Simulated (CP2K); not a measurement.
The system is WF.

```
CELL_PARAMETERS angstrom
5.30927 0.00000 0.00000
4.60648 2.63983 0.00000
4.60648 1.22636 2.33768
ATOMIC_POSITIONS crystal
W 0.81412 0.81412 0.81412
F 0.93712 0.93712 0.93712
```

The cell was built by a generator and needn't be a form met in nature.

Base run:

```yaml
Program: CP2K 2026.2
Functional: HLE16
Potentials_or_basis: POTENTIAL_UZH W GTH-PBE-q14, F GTH-PBE-q7; TZVP-MOLOPT-PBE-GTH basis
Density_cutoff: 14966 eV
k_mesh: 11 × 11 × 11
Occupations: fermi-dirac, width 0.05 eV
Spin: no spin polarisation
```

Its results: band gap on the k mesh none (metal or under the smearing width); pressure -24.5 GPa; largest force 3.037 eV/Å.

**Question.** The run is repeated on the same cell with these changes: functional from HLE16 to PBE. What comes out?

**Answer.** Band gap on the k mesh none (metal or under the smearing width); pressure -0.7 GPa; largest force 0.247 eV/Å.

Caveats: spin-orbit coupling is left out, which moves the levels of the heavy elements; the basis of atomic orbitals isn't converged, which shifts pressures, moduli and gaps; an odd number of electrons without spin polarisation forces a metal; a magnetic or distorted state may lie lower; the potentials were made for a functional far from this one (some runs); the potentials were made for another functional, which shifts forces and pressure (some runs).
